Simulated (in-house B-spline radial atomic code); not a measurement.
**Br⁺: binding energies from hole states**

Aim: the cost of two holes at once in Br⁺, against the sum of the two single holes.

Program: in-house B-spline radial atomic code version 1. Level of theory: Dirac-Hartree-Fock, average of configuration, Fermi nucleus, basis-set limit. These are calculated values, not measurements, unless marked.

## Step 1: What is computed

- element: bromine (Z = 35)
- charge: +1
- electrons: 34
- configuration: [Ar] 3d10 4s2 4p4
- Hamiltonian: Dirac-Coulomb
- nucleus: Fermi, rms radius 4.163 fm

Outer shells as boxes (Hund's rule):

[Ar] 3d10 4s2 4p4
```
[Ar] core
3d [↑↓][↑↓][↑↓][↑↓][↑↓]
4s [↑↓]
4p [↑↓][↑ ][↑ ]
```

The boxes draw the filling by Hund's rule, which heavy ions in jj coupling don't follow; these runs average over all states of the configuration.

The run's settings:

```ini
Z = 35
electrons = 34.0
configuration = [Ar] 3d10 4s2 4p4
hamiltonian = dirac
method = hf
spin_polarised = False
nucleus = fermi
rms_radius = 4.1629
mass_number = 79
atomic_mass = 78.918337574
speed_of_light = 137.035999084
```

The reference is known from an earlier run: -2604.599554 hartree in all. Up to eight levels, counted from the top:

| orbital | occupation | energy (eV) | <r> (bohr) |
| --- | --- | --- | --- |
| 3s1/2 | 2 | -288.81 | 0.5482 |
| 3p1/2 | 2 | -221.51 | 0.5554 |
| 3p3/2 | 4 | -214.28 | 0.5652 |
| 3d3/2 | 4 | -97.761 | 0.5833 |
| 3d5/2 | 6 | -96.599 | 0.5872 |
| 4s1/2 | 2 | -37.548 | 1.662 |
| 4p1/2 | 1.33333 | -22.857 | 1.948 |
| 4p3/2 | 2.66667 | -22.258 | 1.982 |

Single holes known from earlier runs (ΔSCF): 1s 13524.4 eV, 2s 1811.66 eV, 2p1/2 1620.67 eV, 3p3/2 206.53 eV, 3d3/2 89.921 eV, 3d5/2 88.843 eV, 4p 21.803 eV.

## Step 2: The 2p1/2 and 4p holes

In configurations, a minus sign after the shell means j = l − 1/2 and a plus sign j = l + 1/2; the count of electrons follows.

The run's settings:

```ini
Z = 35
electrons = 32.0
configuration = 1s2 2s2 2p-1 2p+4 3s2 3p6 3d10 4s2 4p3
hamiltonian = dirac
method = hf
spin_polarised = False
nucleus = fermi
rms_radius = 4.1629
mass_number = 79
atomic_mass = 78.918337574
speed_of_light = 137.035999084
```

## Step 3: The 2s and 3d5/2 holes

Changes to the settings of step 2:

```diff
@@ -2,3 +2,3 @@
 electrons = 32.0
-configuration = 1s2 2s2 2p-1 2p+4 3s2 3p6 3d10 4s2 4p3
+configuration = 1s2 2s1 2p6 3s2 3p6 3d-4 3d+5 4s2 4p4
 hamiltonian = dirac
```

## Step 4: The 3p3/2 and 3d5/2 holes

Changes to the settings of step 3:

```diff
@@ -2,3 +2,3 @@
 electrons = 32.0
-configuration = 1s2 2s1 2p6 3s2 3p6 3d-4 3d+5 4s2 4p4
+configuration = 1s2 2s2 2p6 3s2 3p-2 3p+3 3d-4 3d+5 4s2 4p4
 hamiltonian = dirac
```

## Step 5: The 2s and 2s holes

Changes to the settings of step 4:

```diff
@@ -2,3 +2,3 @@
 electrons = 32.0
-configuration = 1s2 2s2 2p6 3s2 3p-2 3p+3 3d-4 3d+5 4s2 4p4
+configuration = 1s2 2p6 3s2 3p6 3d10 4s2 4p4
 hamiltonian = dirac
```

## Step 6: The 1s and 4p holes

Changes to the settings of step 5:

```diff
@@ -2,3 +2,3 @@
 electrons = 32.0
-configuration = 1s2 2p6 3s2 3p6 3d10 4s2 4p4
+configuration = 1s1 2s2 2p6 3s2 3p6 3d10 4s2 4p3
 hamiltonian = dirac
```

## Step 7: The 3d3/2 and 4p holes

Changes to the settings of step 6:

```diff
@@ -2,3 +2,3 @@
 electrons = 32.0
-configuration = 1s1 2s2 2p6 3s2 3p6 3d10 4s2 4p3
+configuration = 1s2 2s2 2p6 3s2 3p6 3d-3 3d+6 4s2 4p3
 hamiltonian = dirac
```

What does each hole state cost in eV, and how does that compare with the orbital energies or single holes?

The runs gave:

| two holes | ΔSCF (eV) | less the two single holes (eV) |
| --- | --- | --- |
| 2p1/2 and 4p | 1656.37 | 13.90 |
| 2s and 3d5/2 | 1933.46 | 32.96 |
| 3p3/2 and 3d5/2 | 321.26 | 25.88 |
| 2s and 2s | 3703.47 | 80.15 |
| 1s and 4p | 13560.5 | 14.30 |
| 3d3/2 and 4p | 125.45 | 13.73 |

**Reading.** Two holes cost more than the sum of each, because the second electron leaves a more charged ion. The excess runs from 13.7 eV (3d3/2 and 4p) to 80.2 eV (2s and 2s); it tends to be largest where both holes are compact. Two partly filled shells share a symmetry and can mix in the average, which may lower the energy, in these hole states: 2p1/2 and 4p; 3p3/2 and 3d5/2; 2p1/2; 3p3/2. Values are for the free ion, measured from the vacuum level.
